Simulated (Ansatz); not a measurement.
# BaMg3F8: the band gap up the ladder of functionals

One table from this session's results is given with a row withheld; the runs are named, their logs left out.

The runs shown are made with Ansatz 0.2.0. PAW datasets, plane waves. No spin polarisation and no zero-point or thermal motion; the cell was built from a prototype and may be hypothetical.

### The cell

The cell was relaxed beforehand with r2SCAN.

Space group Cmmm (No. 65), orthorhombic; conventional cell a = 7.764 Å, b = 11.131 Å, c = 3.399 Å, 12.24 Å³ an atom. Near Ba stand 8 F at 2.56–2.57 Å; near F stand 2 Mg at 2.06 Å and 1 F at 2.34 Å; near F stand 2 Mg at 2.12 Å and 2 Ba at 2.57 Å; near Mg stand 6 F at 2.12 Å; near F stand 3 Mg at 2.12–2.38 Å and 1 Ba at 2.56 Å.

The structure in full:

```
CELL_PARAMETERS angstrom
3.88177 -5.56531 0.00000
3.88177 5.56531 0.00000
0.00000 0.00000 3.39857
ATOMIC_POSITIONS crystal
Ba 0.00000 0.00000 0.00000
F 0.39468 0.60532 0.50000
F 0.17362 0.82638 0.50000
Mg 0.50000 0.00000 0.50000
F 0.87267 0.59809 0.00000
F 0.59809 0.87267 0.00000
Mg 0.00000 0.50000 0.50000
F 0.40191 0.12733 0.00000
F 0.12733 0.40191 0.00000
Mg 0.50000 0.50000 0.00000
F 0.82638 0.17362 0.50000
F 0.60532 0.39468 0.50000
```

The first run:

Contents of input.yaml:

```yaml
crystal:
  lattice:
    - [3.8817729919, -5.565306411, 0.0]
    - [3.8817729919, 5.565306411, 0.0]
    - [0.0, 0.0, 3.3985654597]
  atoms:
    - { symbol: Ba, position: [0.0, 0.0, 0.0] }
    - { symbol: F, position: [0.3946806656, 0.6053193344, 0.5] }
    - { symbol: F, position: [0.173624157, 0.826375843, 0.5] }
    - { symbol: Mg, position: [0.5, 0.0, 0.5] }
    - { symbol: F, position: [0.8726676322, 0.5980869117, 0.0] }
    - { symbol: F, position: [0.5980869117, 0.8726676322, 0.0] }
    - { symbol: Mg, position: [0.0, 0.5, 0.5] }
    - { symbol: F, position: [0.4019130883, 0.1273323678, 0.0] }
    - { symbol: F, position: [0.1273323678, 0.4019130883, 0.0] }
    - { symbol: Mg, position: [0.5, 0.5, 0.0] }
    - { symbol: F, position: [0.826375843, 0.173624157, 0.5] }
    - { symbol: F, position: [0.6053193344, 0.3946806656, 0.5] }
kpoints:
  mp_grid: { grid: [4, 4, 8] }
  band_path:
    path:
      - [[0.0, 0.0, 0.0], [-0.5, 0.5, 1.372579362549e-35], [-0.3716247934882, 0.6283752065118, -2.739714845363e-35]]
      - [[0.3716247934882, 0.3716247934882, -1.190440527656e-34], [0.0, 0.0, 0.0], [1.049773717547e-50, 2.635002982578e-51, 0.5], [0.3716247934882, 0.3716247934882, 0.5]]
      - [[-0.3716247934882, 0.6283752065118, 0.5], [-0.5, 0.5, 0.5], [-0.5, 0.5, 1.372579362549e-35]]
      - [[0.0, 0.0, 0.0], [9.569774121525e-18, 0.5, -7.322060060962e-35], [9.569774121525e-18, 0.5, 0.5], [1.049773717547e-50, 2.635002982578e-51, 0.5], [-0.5, 0.5, 0.5]]
    npoints: 10
hamiltonian:
  xc: pbe
scf:
  occupations: { method: fermi_dirac, width: 0.02 }
  n_extra_bands: 7
output:
  forces: true
  stress: true
  eigenvalues: true
  write_density: true
  write_potential: true
  elf: true
  volumetric_format: npy
```

Steps of the session up to this table: PBE bands along the symmetry lines; r2SCAN at the same geometry; HSE06; Single point with PBE+SOC; Single point with PBE0.

One of the session's tables, all rows but one given; the rest of the session is left out.

```
  level  gap (eV)
    PBE      4.79
 r2SCAN      5.39
  HSE06      6.74
PBE+SOC      4.79
   PBE0         ?
```

Estimate the missing values for PBE0.

As computed: gap (eV): 7.51. In the column «gap (eV)» it is the highest.

Meshes: PBE 4×4×8, r2SCAN 4×4×8, HSE06 2×2×4, PBE+SOC 4×4×8, PBE0 2×2×4

PBE gives the least gap, 4.79 eV, and PBE0 the largest, 7.51 eV. PBE reaches 71 % of the HSE06 value, and r2SCAN 80 %. PBE0 lies 0.77 eV above HSE06, which differs from it by screening the long-range exchange.

To keep in mind: Warnings in the runs' records: stress exchange threshold loose, stress scf threshold loose.
